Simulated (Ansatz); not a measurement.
HfIn4SiO6:

```
Hf In Si O
1.0
     3.23023   -5.57768   -0.02470
     3.23023    5.57768   -0.02470
    -1.49068    0.00000    6.32030
Hf In Si O
1 4 1 6
Cartesian
  0.6440 0.0000 0.0526
  4.1040 -1.7301 0.0202
  4.1040 1.7301 0.0202
  1.7482 -1.8121 3.0400
  1.7482 1.8121 3.0400
  4.8557 0.0000 2.7718
  4.0293 -1.3765 2.3731
  4.0293 1.3765 2.3731
  -0.2525 0.0000 1.8631
  5.2892 0.0000 4.3477
  1.7422 -1.5806 0.4557
  1.7422 1.5806 0.4557
```

The cell was built by a generator and needn't be a form met in nature.

Base run:

| Item | Value |
| --- | --- |
| Program | Ansatz 0.2.0 |
| Functional | PBE |
| Potentials or basis | all-electron LAPW, scalar-relativistic |
| Cutoff | 495 eV |
| Density cutoff | 1981 eV |
| Basis error allowed | 0.002 eV/atom |
| k mesh | 4 × 4 × 3 |
| Occupations | fermi-dirac, width 0.05 eV |
| Spin | no spin polarisation |
| Hubbard terms | Hf d U = 6 eV |

Its results: band gap on the k mesh 0.50 eV, indirect (least direct gap 0.73 eV); pressure 1.2 GPa; largest force 0.736 eV/Å.

Q: After a change of settings the same cell gave: band gap on the k mesh 0.53 eV, indirect (least direct gap 0.78 eV); pressure 0.5 GPa; largest force 0.337 eV/Å. Which change was it?
A. hubbard terms from Hf d U = 6 eV to Hf d U = 3 eV
B. k mesh from 4 × 4 × 3 to 3 × 3 × 2; hubbard terms from Hf d U = 6 eV to none
C. functional from PBE to revPBE; hubbard terms from Hf d U = 6 eV to none

A: A.

Caveats: U is the effective U less J, on atomic orbitals that reach past the spheres; spin-orbit coupling is left out, which moves the levels of the heavy elements; an odd mesh through Γ misses points on the zone boundary, where band edges often lie.

Not every run made on this cell is shown here.
